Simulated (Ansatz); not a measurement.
**NOF (nitrosyl fluoride) at B3LYP/STO-3G**

Aim: the electronic atomisation energy of NOF (nitrosyl fluoride) at B3LYP/STO-3G, from 4 runs. 

Program for the calculation: Ansatz 0.2.0.

63 further runs of the same task are left out: 16 that didn't finish, 47 set aside as unsound or not needed.

### Step 1. Starting point

NOF: 3 atoms, total charge 0, spin state singlet. As SMILES, `O=NF`. Geometry: relaxed at PBE0-D4/def2-TZVP.

Bond lengths: O1–N2 1.127 Å, N2–F3 1.483 Å. Angles: O1–N2–F3 110.4°.

### Step 2. The energy at B3LYP/STO-3G

Input file run.yaml:

```yaml
crystal:
  periodic: [false, false, false]
  atoms:
    - symbol: O
      position_ang: [0.868350, 0.242970, 0.504740]
    - symbol: "N"
      position_ang: [0.148930, -0.482540, 0.029910]
    - symbol: F
      position_ang: [-1.017290, 0.239580, -0.534650]
basis:
  gaussian:
    orbitals: STO-3G
hamiltonian:
  xc: {name: B3LYP}
accuracy: high
```

On the command line:

```sh
ansatz run run.yaml --threads 1 --pin off --max-ram 3480MiB --events-out events.jsonl --progress --plain --runs-dir runs
```

Log:

```text
Warning: RAYON_NUM_THREADS=1 ignored (pool sized by the plan → 1); use --threads N
Functional definition: B3LYP
  name "B3LYP"
  parameter a0 = 0.2
  parameter ax = 0.72
  parameter ac = 0.81
  exchange = (1 - a0 - ax)*slater_x + ax*b88_x + a0*exact_x
  correlation = (1 - ac)*vwn_rpa_c + ac*lyp_c
251 factors; integrals over basis functions are off by at most 3.5e-8 eV
mean field evaluation 1: about -6161.1621 eV, gradient 2.0e1 eV
mean field evaluation 2: about -6145.5863 eV, gradient 8.2e1 eV
mean field evaluation 4: about -6162.5216 eV, gradient 5.2e0 eV
mean field evaluation 8: about -6162.6026 eV, gradient 4.1e-2 eV
mean field evaluation 16: about -6162.6026 eV, gradient 2.5e-7 eV
mean field -6162.60255943 eV, -226.4714668970 hartree, gradient 4.3e-8 eV, S^2 0.000000; 0 other end points of the search recorded, 0 dependent functions left out
reference -6162.60257379 eV, -226.4714674249 hartree; 12, 12 occupied and 3, 3 virtual orbitals, 251 factors
Total energy: -6162.60257379 eV, -226.4714674249 hartree
```

Run time: 0.54 s. Hardware: 1 thread of Intel Xeon Platinum 8488C (Sapphire Rapids), shared host; peak memory 0.092 GiB.

### Step 3. The F atom, same level

Input file job.yaml:

```yaml
crystal:
  periodic: [false, false, false]
  atoms:
    - {symbol: F, position_ang: [0.000000, 0.000000, 0.000000]}
basis:
  gaussian:
    orbitals: STO-3G
total_charge: 0
magnetization:
  spin_polarized: true
  initial_magnetization: 1
hamiltonian:
  xc: {name: B3LYP}
accuracy: high
```

On the command line:

```sh
ansatz run job.yaml --threads 1 --pin off --max-ram 3480MiB --events-out events.jsonl --progress --plain --runs-dir runs
```

Log (excerpt; [...] marks lines left out):

```text
Warning: RAYON_NUM_THREADS=1 ignored (pool sized by the plan → 1); use --threads N
[... 7 set-up lines as earlier in the session ...]
15 factors; integrals over basis functions are off by at most 1.2e-9 eV
mean field evaluation 1: about -2674.0343 eV, gradient 2.4e-12 eV
mean field evaluation 2: about -2674.0352 eV, gradient 9.9e-12 eV
mean field -2674.03521515 eV, -98.2689816307 hartree, gradient 0.0e0 eV, S^2 0.750000; 0 other end points of the search recorded, 0 dependent functions left out
reference -2674.03522206 eV, -98.2689818845 hartree; 5, 4 occupied and 0, 1 virtual orbitals, 15 factors
Total energy: -2674.03522206 eV, -98.2689818845 hartree
```

Wall time 0.18 s (1 thread of Intel Xeon Platinum 8488C (Sapphire Rapids), shared host).

### Step 4. The N atom

Input file input.yaml:

```yaml
basis:
  gaussian: {orbitals: STO-3G}
crystal:
  periodic: [false, false, false]
  atoms:
    - symbol: N
      position_ang: [0.000000, 0.000000, 0.000000]
magnetization: {spin_polarized: true, initial_magnetization: 3}
hamiltonian: {xc: {name: B3LYP}}
accuracy: high
```

On the command line:

```sh
ansatz run input.yaml --threads 1 --pin off --max-ram 3480MiB --events-out events.jsonl --progress --plain --runs-dir runs
```

Log (excerpt; [...] marks lines left out):

```text
Warning: RAYON_NUM_THREADS=1 ignored (pool sized by the plan → 1); use --threads N
[... 7 set-up lines as earlier in the session ...]
15 factors; integrals over basis functions are off by at most 1.1e-9 eV
mean field evaluation 1: about -1466.3181 eV, gradient 1.5e-9 eV
mean field evaluation 2: about -1466.3181 eV, gradient 1.7e-10 eV
mean field -1466.31807229 eV, -53.8861952506 hartree, gradient 0.0e0 eV, S^2 3.750000; 0 other end points of the search recorded, 0 dependent functions left out
reference -1466.31808614 eV, -53.8861957596 hartree; 5, 2 occupied and 0, 3 virtual orbitals, 15 factors
Total energy: -1466.31808614 eV, -53.8861957596 hartree
```

Run time: 0.16 s. Hardware: 1 thread of Intel Xeon Platinum 8488C (Sapphire Rapids), shared host.

### Step 5. The O atom

Input file job.yaml:

```yaml
crystal:
  periodic: [false, false, false]
  atoms:
    - {symbol: O, position_ang: [0.000000, 0.000000, 0.000000]}
basis:
  gaussian: {orbitals: STO-3G}
magnetization: {spin_polarized: true, initial_magnetization: 2}
hamiltonian: {xc: {name: B3LYP}}
accuracy: high
```

Run the same way, it converges to -74.03486 Eh (log not shown).

### Step 6. Results

Level: B3LYP/STO-3G.

| quantity | value |
| --- | --- |
| molecule: total energy | -226.47147 Eh |
| F atom: total energy | -98.26898 Eh |
| F atom: ⟨S²⟩ | 0.750 |
| N atom: total energy | -53.88620 Eh |
| N atom: ⟨S²⟩ | 3.750 |
| O atom: total energy | -74.03486 Eh |
| O atom: ⟨S²⟩ | 2.000 |
| electronic atomisation energy | 7.658 eV |

Taking the molecule apart into free atoms costs 7.66 eV (177 kcal/mol), before zero-point energy and without spin-orbit coupling. In a minimal basis such a difference can be off by several eV, whatever the method.
